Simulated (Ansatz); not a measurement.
# PmS2: the cost of one run

Computed with Ansatz 0.2.0 (DFT PBE+U (U_eff = 6 eV on Pm 4f), scalar-relativistic, plane waves, PAW, unless a step's input says otherwise).

2 further runs of the same task are left out: 1 that didn't finish, 1 set aside as unsound or not needed. Runs told in other sessions of the task aren't counted.

### 1 The system as given

The structure is cubic, space group Fm-3m (No. 225). Conventional cell: a = 6.714 Å, b = 6.714 Å, c = 6.714 Å, α = 90.00°, β = 90.00°, γ = 90.00°. Around Pm (site symmetry m-3m) lie 8 S at 2.91 Å. S (site symmetry -43m) has 4 Pm at 2.91 Å in its first shell of neighbours.

Coordinates:

```
CELL_PARAMETERS angstrom
0.00000 3.35720 3.35720
3.35720 0.00000 3.35720
3.35720 3.35720 0.00000
ATOMIC_POSITIONS crystal
Pm 0.00000 0.00000 0.00000
S 0.25000 0.25000 0.25000
S 0.75000 0.75000 0.75000
```

The moments start at Pm 4.00 μB.

### 2 A coarse mesh, to find the state of the open shells

Contents of input.yaml:

```yaml
crystal:
  lattice:
    - [0.0, 3.3571994393, 3.3571994393]
    - [3.3571994393, 0.0, 3.3571994393]
    - [3.3571994393, 3.3571994393, 0.0]
  atoms:
    - { symbol: Pm, position: [0.0, 0.0, 0.0], spin: 4.0 }
    - { symbol: S, position: [0.25, 0.25, 0.25] }
    - { symbol: S, position: [0.75, 0.75, 0.75] }
basis:
  ecutwfc: 600
  ecutrho_ratio: 5
kpoints:
  mp_grid: { grid: [4, 4, 4] }
hamiltonian:
  xc: pbe
  hubbard: { sites: [{ species: Pm, l: f, u_eff: 6.0 }] }
scf:
  occupations: { method: gaussian, width: 0.05 }
output:
  forces: true
  stress: true
  eigenvalues: true
  populations: true
  hubbard: { sites: [{ species: Pm, l: f }] }
magnetization:
  spin_polarized: true
```

Launch:

```bash
> ansatz run input.yaml --threads 2 --pin off --max-ram 2662MiB --backend cpu --events-out ev --progress --plain --runs-dir out
```

Q: Estimate wall time and peak memory on 2 threads of Arm Neoverse V2, shared host.

About 13 s, with a peak of 0.56 GiB.
